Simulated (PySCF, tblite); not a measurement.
# C5H9B: dynamics, then NMR shifts on frames, part 2 of 2

tblite 0.8.0 and PySCF 2.14.0. Atoms count from 0.

### Step 5. NMR shieldings: 625 fs, PBE0/pcSseg-1

Job settings and geometry (Å):

```
{"job": {"kind": "nmr", "xc": "PBE0", "basis": "pcSseg-1", "pop": false}, "charge": 0, "multiplicity": 1}
B      1.909700     1.993500    -0.702900
C      0.960600     0.931200    -0.101600
C     -0.382500     0.959400    -0.101900
C     -1.213500    -0.157400     0.165300
C     -2.511300    -0.161400    -0.157900
C     -0.541400    -1.464800     0.451000
H      1.147100     2.728300    -1.265600
H      3.071600     2.006400    -0.857700
H      1.467300     0.036600    -0.007800
H     -0.810400     1.946200    -0.143400
H     -3.111400     0.725200    -0.451600
H     -3.096600    -0.992100    -0.237500
H      0.275000    -1.696000    -0.261300
H     -0.095900    -1.385800     1.409100
H     -1.348500    -2.290400     0.417000
```

With the program's defaults for keys left out, this is: GIAO PBE0/pcSseg-1 NMR shielding, non-relativistic, gas phase.

Log:

```text
coarse grid: 12096 points
cycle   1  E = -220.3185015276  dE =  6.184e-01  |g| = 3.756e-01  |ddm| = 3.397e+00
cycle   2  E = -220.3139380819  dE =  4.563e-03  |g| = 4.091e-01  |ddm| = 7.724e-01
cycle   3  E = -220.3577165348  dE = -4.378e-02  |g| = 9.589e-02  |ddm| = 4.496e-01
cycle   4  E = -220.3599651842  dE = -2.249e-03  |g| = 3.127e-02  |ddm| = 1.136e-01
cycle   5  E = -220.3602394781  dE = -2.743e-04  |g| = 7.728e-03  |ddm| = 3.930e-02
cycle   6  E = -220.3602592631  dE = -1.978e-05  |g| = 1.851e-03  |ddm| = 9.412e-03
cycle   7  E = -220.3602599403  dE = -6.773e-07  |g| = 9.395e-04  |ddm| = 2.383e-03
final grid: 115600 points
cycle   8  E = -220.3953450806  dE = -3.598e-05  |g| = 7.628e-03  |ddm| = 3.369e-02
cycle   9  E = -220.3953386900  dE =  6.391e-06  |g| = 9.036e-03  |ddm| = 1.692e-02
cycle  10  E = -220.3953606591  dE = -2.197e-05  |g| = 1.804e-03  |ddm| = 9.932e-03
cycle  11  E = -220.3953615108  dE = -8.517e-07  |g| = 2.404e-04  |ddm| = 1.624e-03
cycle  12  E = -220.3953615246  dE = -1.375e-08  |g| = 6.575e-05  |ddm| = 2.507e-04
cycle  13  E = -220.3953615258  dE = -1.238e-09  |g| = 7.354e-06  |ddm| = 7.394e-05
cycle  14  E = -220.3953615258  dE = -1.614e-11  |g| = 1.368e-06  |ddm| = 1.130e-05
converged SCF energy = -220.3953615258

GIAO shielding tensors (ppm)
atom      isotropic    diamagn.    paramagn.     s11        s22        s33       span
  0 B       25.125     194.441    -169.316    -42.457    -11.347    129.177    171.634
  1 C       42.147     258.011    -215.864    -61.875      0.227    188.090    249.966
  2 C       17.633     254.417    -236.784    -91.145      3.456    140.589    231.735
  3 C       38.368     258.179    -219.811    -71.019     20.310    165.813    236.831
  4 C       51.724     251.306    -199.582    -40.542     46.994    148.719    189.262
  5 C      158.052     248.036     -89.984    142.942    153.228    177.985     35.043
  6 H       24.311      29.225      -4.914     16.728     26.279     29.926     13.199
  7 H       23.726      29.593      -5.868     16.799     26.390     27.988     11.189
  8 H       25.122      36.595     -11.473     19.504     24.593     31.269     11.765
  9 H       24.061      33.096      -9.035     21.068     23.689     27.426      6.358
 10 H       25.569      29.786      -4.217     23.931     24.377     28.399      4.468
 11 H       26.640      32.641      -6.001     23.346     26.184     30.390      7.044
 12 H       28.659      30.577      -1.918     24.374     28.274     33.328      8.954
 13 H       30.018      30.801      -0.783     26.881     28.062     35.111      8.230
 14 H       28.146      28.615      -0.469     24.024     27.744     32.672      8.648
```

Run time: 13 s. Hardware: 1 thread of Arm Neoverse V1, shared host; peak memory 0.72 GiB.

This run: δ C2 169.3, C3 148.6, C1 144.8, C4 135.2, H7 7.99, H9 7.66 ppm.

### Step 6. Shielding tensors: 800 fs, PBE0/pcSseg-1

Job settings and geometry (Å):

```
{"job": {"kind": "nmr", "xc": "PBE0", "basis": "pcSseg-1", "pop": false}, "charge": 0, "multiplicity": 1}
B      2.018500     1.599400     0.961700
C      1.144900     0.382400     0.523100
C     -0.036200     0.574000    -0.101800
C     -1.227600    -0.275500    -0.205100
C     -2.361800     0.355600    -0.530400
C     -1.123100    -1.749300    -0.112500
H      1.726000     2.683200     0.582200
H      2.772900     1.564800     1.857300
H      1.312200    -0.676000     0.612400
H     -0.380900     1.652900    -0.029800
H     -2.549900     1.401400    -0.694100
H     -3.251000    -0.289400    -0.541100
H     -0.688200    -2.098900    -1.012400
H     -0.622300    -2.185100     0.809100
H     -2.128900    -2.243300     0.024000
```

With the program's defaults for keys left out, this is: GIAO PBE0/pcSseg-1 NMR shielding, non-relativistic, gas phase.

Log:

```text
coarse grid: 12096 points
cycle   1  E = -220.3301924980  dE =  4.787e-01  |g| = 3.508e-01  |ddm| = 3.342e+00
cycle   2  E = -220.3302209417  dE = -2.844e-05  |g| = 3.654e-01  |ddm| = 6.876e-01
cycle   3  E = -220.3650767761  dE = -3.486e-02  |g| = 7.988e-02  |ddm| = 3.680e-01
cycle   4  E = -220.3664888917  dE = -1.412e-03  |g| = 3.232e-02  |ddm| = 9.478e-02
cycle   5  E = -220.3667794942  dE = -2.906e-04  |g| = 6.465e-03  |ddm| = 3.788e-02
cycle   6  E = -220.3667943185  dE = -1.482e-05  |g| = 9.897e-04  |ddm| = 8.292e-03
cycle   7  E = -220.3667945729  dE = -2.544e-07  |g| = 3.442e-04  |ddm| = 1.198e-03
final grid: 115600 points
cycle   8  E = -220.4018740262  dE = -3.341e-05  |g| = 6.898e-03  |ddm| = 3.272e-02
cycle   9  E = -220.4018714547  dE =  2.571e-06  |g| = 7.605e-03  |ddm| = 1.458e-02
cycle  10  E = -220.4018871309  dE = -1.568e-05  |g| = 1.422e-03  |ddm| = 8.094e-03
cycle  11  E = -220.4018876579  dE = -5.270e-07  |g| = 2.531e-04  |ddm| = 1.394e-03
cycle  12  E = -220.4018876732  dE = -1.531e-08  |g| = 6.652e-05  |ddm| = 2.341e-04
cycle  13  E = -220.4018876744  dE = -1.175e-09  |g| = 1.389e-05  |ddm| = 7.253e-05
cycle  14  E = -220.4018876744  dE = -2.257e-11  |g| = 9.120e-06  |ddm| = 2.020e-05
converged SCF energy = -220.4018876744

GIAO shielding tensors (ppm)
atom      isotropic    diamagn.    paramagn.     s11        s22        s33       span
  0 B       26.419     191.850    -165.431    -31.031    -14.462    124.749    155.779
  1 C       39.056     257.719    -218.663    -72.482     10.861    178.789    251.271
  2 C        5.658     255.555    -249.897    -98.760     -2.856    118.591    217.351
  3 C       33.675     259.410    -225.735    -76.196     20.763    156.458    232.654
  4 C       47.602     251.337    -203.735    -51.538     57.980    136.364    187.901
  5 C      167.211     244.773     -77.562    153.566    159.405    188.663     35.097
  6 H       24.561      29.976      -5.415     18.381     26.906     28.397     10.016
  7 H       24.496      29.330      -4.834     19.401     26.527     27.562      8.160
  8 H       24.446      34.053      -9.608     19.334     24.584     29.418     10.084
  9 H       23.797      33.990     -10.193     20.848     21.986     28.558      7.710
 10 H       25.445      31.410      -5.965     22.914     25.130     28.290      5.376
 11 H       25.850      29.279      -3.429     23.033     24.269     30.249      7.216
 12 H       30.059      29.445       0.614     26.441     27.534     36.203      9.762
 13 H       28.254      28.654      -0.400     23.806     27.297     33.660      9.854
 14 H       28.783      27.525       1.258     24.881     27.871     33.596      8.715
```

Run time: 13 s. Hardware: 1 thread of Arm Neoverse V1, shared host; peak memory 0.72 GiB.

In short: δ C2 181.3, C3 153.2, C1 147.9, C4 139.3, H9 7.92, H8 7.27 ppm.

### Step 7. Shielding tensors: 1000 fs, PBE0/pcSseg-1

Job settings and geometry (Å):

```
{"job": {"kind": "nmr", "xc": "PBE0", "basis": "pcSseg-1", "pop": false}, "charge": 0, "multiplicity": 1}
B      2.294900     0.866900     1.821800
C      1.453800     0.099400     0.773300
C      0.361200     0.704500     0.199000
C     -0.738000     0.092000    -0.582700
C     -1.765400     0.836200    -0.886000
C     -0.870300    -1.372600    -0.720400
H      1.841100     1.875000     2.170100
H      3.092300     0.303400     2.558400
H      1.432500    -0.955400     0.600800
H      0.127600     1.719800     0.452200
H     -1.673200     1.919400    -0.573200
H     -2.632700     0.602600    -1.387600
H     -1.712700    -1.714100    -1.366400
H      0.101400    -1.836400    -1.053500
H     -0.937500    -1.861500     0.256600
```

Level: GIAO PBE0/pcSseg-1 NMR shielding, non-relativistic, gas phase.

Log:

```text
coarse grid: 12096 points
cycle   1  E = -220.3312607803  dE =  5.159e-01  |g| = 3.673e-01  |ddm| = 3.361e+00
cycle   2  E = -220.3288296176  dE =  2.431e-03  |g| = 3.951e-01  |ddm| = 7.055e-01
cycle   3  E = -220.3686350568  dE = -3.981e-02  |g| = 8.661e-02  |ddm| = 3.672e-01
cycle   4  E = -220.3703313905  dE = -1.696e-03  |g| = 3.176e-02  |ddm| = 9.987e-02
cycle   5  E = -220.3706073083  dE = -2.759e-04  |g| = 7.548e-03  |ddm| = 3.973e-02
cycle   6  E = -220.3706261691  dE = -1.886e-05  |g| = 1.404e-03  |ddm| = 9.767e-03
cycle   7  E = -220.3706266386  dE = -4.696e-07  |g| = 5.723e-04  |ddm| = 1.825e-03
final grid: 115600 points
cycle   8  E = -220.4065006541  dE = -3.662e-05  |g| = 7.252e-03  |ddm| = 3.287e-02
cycle   9  E = -220.4064973236  dE =  3.331e-06  |g| = 8.085e-03  |ddm| = 1.499e-02
cycle  10  E = -220.4065150759  dE = -1.775e-05  |g| = 1.429e-03  |ddm| = 8.429e-03
cycle  11  E = -220.4065156078  dE = -5.319e-07  |g| = 2.649e-04  |ddm| = 1.373e-03
cycle  12  E = -220.4065156237  dE = -1.594e-08  |g| = 8.244e-05  |ddm| = 2.654e-04
cycle  13  E = -220.4065156253  dE = -1.517e-09  |g| = 3.042e-05  |ddm| = 8.550e-05
cycle  14  E = -220.4065156255  dE = -2.365e-10  |g| = 8.958e-06  |ddm| = 3.629e-05
converged SCF energy = -220.4065156255

GIAO shielding tensors (ppm)
atom      isotropic    diamagn.    paramagn.     s11        s22        s33       span
  0 B       28.262     193.183    -164.921    -23.629    -17.062    125.477    149.105
  1 C       39.433     256.234    -216.801    -74.865      9.257    183.906    258.771
  2 C       -3.746     257.944    -261.690   -113.493     -8.074    110.328    223.820
  3 C       39.712     258.381    -218.668    -72.470     27.540    164.067    236.537
  4 C       50.071     254.803    -204.732    -50.270     60.458    140.024    190.293
  5 C      166.048     248.833     -82.785    152.887    158.676    186.582     33.695
  6 H       24.794      29.977      -5.183     18.129     27.509     28.744     10.614
  7 H       24.250      28.225      -3.975     20.022     25.942     26.785      6.763
  8 H       24.622      34.394      -9.772     19.430     24.431     30.005     10.575
  9 H       24.425      35.365     -10.940     20.437     24.000     28.836      8.399
 10 H       25.546      30.792      -5.246     23.300     23.790     29.549      6.249
 11 H       26.086      32.715      -6.630     22.555     26.040     29.662      7.106
 12 H       28.883      28.792       0.092     24.813     27.922     33.914      9.101
 13 H       28.582      29.763      -1.181     24.579     27.410     33.757      9.178
 14 H       29.621      30.567      -0.946     26.321     27.358     35.185      8.864
```

It took 13 s on 1 thread of Arm Neoverse V1, shared host; peak memory 0.72 GiB.

Key values: δ C2 190.7, C1 147.5, C3 147.2, C4 136.9, H7 7.47, H9 7.29 ppm.

### Step 8. Comparing the runs: NMR shifts

Shifts (ppm) of some atoms, chosen among heavy atoms and hydrogens apart, with basis size and wall time:

| frame | C2 | C3 | C4 | C1 | C5 | H13 | H14 | functions | time |
| --- | --- | --- | --- | --- | --- | --- | --- | --- | --- |
| 250 fs | 163.7 | 150.4 | 140.4 | 136.1 | 17.6 | 1.38 | 1.23 | 147 | 13 s |
| 425 fs | 170.1 | 160.6 | 148.1 | 139.6 | 26.3 | 2.28 | 2.64 | 147 | 13 s |
| 625 fs | 169.3 | 148.6 | 135.2 | 144.8 | 28.9 | 1.70 | 3.57 | 147 | 13 s |
| 800 fs | 181.3 | 153.2 | 139.3 | 147.9 | 19.7 | 3.46 | 2.93 | 147 | 13 s |
| 1000 fs | 190.7 | 147.2 | 136.9 | 147.5 | 20.9 | 3.14 | 2.10 | 147 | 13 s |

### Step 9. Results

This closing draws on all 2 parts.

```
                                           quantity                                                     value
                                         thermostat                                                     400 K
                      mean temperature, second half                                                     388 K
            mean potential energy above the minimum                                                   0.66 eV
     ¹³C shifts against TMS (PBE0/pcSseg-1, 250 fs)                      163.7, 150.4, 140.4, 136.1, 17.6 ppm
      ¹H shifts against TMS (PBE0/pcSseg-1, 250 fs)  7.87, 7.28, 6.91, 6.62, 6.47, 6.38, 2.18, 1.38, 1.23 ppm
¹¹B shifts against BF3·OEt2 (PBE0/pcSseg-1, 250 fs)                                                  74.8 ppm
                           range of the shift of C2                                        163.7 to 190.7 ppm
```

**Reading.** In the second half the potential energy averages 0.66 eV above the minimum; equipartition over 39 harmonic modes at 400 K would give 0.67 eV. With 15 atoms the temperature swings widely (184 to 541 K). Shifts at one fixed geometry are not the observed spectrum, which averages over the motion. In ppm, C2 moves most: its shift spreads over 27.0 ppm, from 163.7 (250 fs) to 190.7 (1000 fs).
